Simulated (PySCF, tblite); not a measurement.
**C3H10N2OSi3: geometry, infrared bands and NMR shifts**

Wanted: the infrared bands and NMR shifts of C3H10N2OSi3 (`C=N[SiH2]O[Si@H]1C=C[SiH2]N1`), by calculation.

Programs: tblite 0.8.0 and PySCF 2.14.0, with density-fitted response routines of our own. Each step states its level of theory. These are calculated values for one molecule in the gas phase, unless marked as measured. Atoms are numbered from 0 throughout.

## 1. Starting geometry

19 atoms, charge 0, multiplicity 1; geometry from: force field or distance geometry start.

Bonds of the start (Å): C0–N1 1.30, N1–Si2 1.72, Si2–O3 1.65, O3–Si4 1.64, Si4–C5 1.85, C5–C6 1.33, C6–Si7 1.86, Si7–N8 1.72, N8–Si4 1.71, C0–H9 1.11, C0–H10 1.09, Si2–H11 1.49, Si2–H12 1.48, Si4–H13 1.48, C5–H14 1.08, C6–H15 1.08, Si7–H16 1.48, Si7–H17 1.47, N8–H18 1.01.

## 2. Optimising the geometry with GFN2-xTB

What the job is given:

```
{"job": {"kind": "relax", "xc": "GFN2-xTB", "basis": "xTB"}, "charge": 0, "multiplicity": 1}
C      3.605600    -1.355200    -0.518100
N      2.895600    -1.240400    -1.603800
Si     1.874200     0.139100    -1.694100
O      0.834000     0.082200    -0.419600
Si    -0.504200     0.878200     0.107500
C     -2.080100     0.316900    -0.682500
C     -2.992500    -0.035400     0.226100
Si    -2.365200     0.162500     1.962100
N     -0.681100     0.429700     1.748200
H      3.578100    -0.640200     0.333000
H      4.268600    -2.218700    -0.402400
H      1.102000     0.098600    -2.964800
H      2.696000     1.361800    -1.600400
H     -0.322600     2.341900     0.011600
H     -2.204000     0.301000    -1.750300
H     -3.992300    -0.399800     0.036100
H     -2.522100    -1.080500     2.746800
H     -2.970300     1.332800     2.615800
H     -0.229600    -0.465200     1.841100
```

Started as:

```bash
$ OMP_NUM_THREADS=1 python probes_run.py task.json out
```

This one command runs all jobs of the session in turn.

**Question.** This job is followed by: GFN2-xTB harmonic vibrations, gas phase; GIAO PBE0/pcSseg-1 NMR shielding, non-relativistic, gas phase. What will the session give for the following? strongest single infrared mode (GFN2-xTB); zero-point energy (GFN2-xTB); ¹³C shifts against TMS (PBE0/pcSseg-1); ¹H shifts against TMS (PBE0/pcSseg-1); ¹⁵N shifts against NH3 (PBE0/pcSseg-1); ²⁹Si shifts against TMS (PBE0/pcSseg-1); ¹⁷O shifts against H2O (PBE0/pcSseg-1).

**Answer**, as computed:

| quantity | value |
| --- | --- |
| strongest single infrared mode (GFN2-xTB) | 1068 cm⁻¹, 671 km/mol |
| zero-point energy (GFN2-xTB) | 77.3 kcal/mol |
| ¹³C shifts against TMS (PBE0/pcSseg-1) | 174.2, 160.6, 156.5 ppm |
| ¹H shifts against TMS (PBE0/pcSseg-1) | 8.58, 8.52, 7.47, 7.46, 5.36, 5.35, 5.33, 5.29, 5.15, 0.44 ppm |
| ¹⁵N shifts against NH3 (PBE0/pcSseg-1) | 425.5, 28.1 ppm |
| ²⁹Si shifts against TMS (PBE0/pcSseg-1) | -29.5, -37.1, -43.4 ppm |
| ¹⁷O shifts against H2O (PBE0/pcSseg-1) | 92.3 ppm |

What this shows: The optimisation took 294 steps and gained 0.853 eV; among the close pairs (by a distance rule), C0–N1 changed most, from 1.302 to 1.248 Å. All 51 modes are real, so the xTB geometry is a minimum. The strongest single mode, at 1068 cm⁻¹, moves mainly O3. Unscaled tight-binding wavenumbers are off by several per cent, some by more. Its intensities can rank the bands wrongly. At PBE0/pcSseg-1: Shielding is most anisotropic at N1 (span 762 ppm, paramagnetic term -490 ppm).
